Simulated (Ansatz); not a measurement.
# GePH₂+ (triplet): from Hartree-Fock to the top rungs, cc-pVTZ

An exercise on one series of results from a longer session: the logs are not shown, and one member is left open.

Method: cc-pVTZ, core rule «outside noble gas», up to 19 orbitals frozen; program: Ansatz 0.2.0, Gaussian basis.

To be run: UHF; CCSD(T) on ROHF; CCSD(T) on UHF; BCCD(T) on ROHF; CCSDT(Q) on ROHF; CCSDT(Q) on UHF; CASSCF and MRCISD+Q, 10 electrons in 10 orbitals; CASSCF and NEVPT2, 10 electrons in 10 orbitals.

5 further runs of the same task are left out: 5 set aside as unsound or not needed.

## The geometry

The geometry is a PBE0/def2-TZVP stationary point (not a proven minimum) of the parent state, kept for this charge and spin. No spin-orbit coupling is included. The filled d shell of Ge may be among the frozen orbitals whatever the setting's name suggests; the logs give the count.

4 atoms, charge 1, spin multiplicity 3.

Atoms are counted from 1 here; the program's logs count them from 0.

Bond lengths: Ge1–P2 2.570 Å, P2–H3 1.417 Å, P2–H4 1.417 Å. Angles: Ge1–P2–H3 131.2°, Ge1–P2–H4 131.2°, H3–P2–H4 97.5°.

Set-up of the first run:

File in.yaml:

```yaml
crystal:
  periodic: [false, false, false]
  atoms:
    - {symbol: Ge, position_ang: [0.000000, 0.000000, 0.820452]}
    - {symbol: P, position_ang: [0.000000, 0.000000, -1.749476]}
    - {symbol: H, position_ang: [0.000000, 1.065765, -2.683586]}
    - {symbol: H, position_ang: [0.000000, -1.065765, -2.683586]}
basis:
  gaussian: {orbitals: cc-pVTZ}
total_charge: 1
magnetization: {spin_polarized: true, initial_magnetization: 2}
hamiltonian: {xc: hf}
output: {orbitals: {seedname: orbitals}}
```

Command:

```
$ ansatz run in.yaml --threads 1 --pin off --events-out ev --progress --plain --max-ram 2816MiB --backend cpu
```

Steps of the session up to this table: UHF; CCSD(T) on ROHF; CCSD(T) on UHF; BCCD(T) on ROHF; CCSDT(Q) on ROHF; CCSDT(Q) on UHF; CASSCF and MRCISD+Q, 10 electrons in 10 orbitals; CASSCF and NEVPT2, 10 electrons in 10 orbitals.

One table of the session follows, with a row left open; its other results are not shown here.

```
          method  from UCCSDT(Q) (meV)
            ROHF               +6617.4
             UHF               +6372.4
            RMP2               +1289.7
            UMP2                     ?
           RCCSD                +301.5
           UCCSD                +290.5
        RCCSD(T)                 +56.8
        UCCSD(T)                 +54.3
         BCCD(T)                 +56.6
          RCCSDT                 +16.0
          UCCSDT                 +11.2
       RCCSDT(Q)                  +4.9
       UCCSDT(Q)                     0
  CASSCF valence               +4794.0
  NEVPT2 valence               +1169.2
  MRCISD valence                +442.6
MRCISD+Q valence                 +74.0
```

**Question.** Estimate the row for UMP2.

**Answer.** from UCCSDT(Q) (meV): +1345.6. In the column «from UCCSDT(Q) (meV)» it lies between RMP2 (+1289.7) and CASSCF valence (+4794.0).

Among the levels timed on like hardware and quicker than the yardstick, those that no quicker one beats, quickest first: RCCSD(T) (6.5 s, +56.8 meV); BCCD(T) (16 s, +56.6 meV); UCCSD(T) (20 s, +54.3 meV).

To keep in mind: Of the multireference levels listed MRCISD+Q valence comes nearest in total energy (+74.0 meV), which doesn't show that its space is the better one. Restricted and unrestricted rows rest on different reference determinants; where their highest levels disagree by more than a few hundredths of an eV, they describe different states and don't form one ladder.
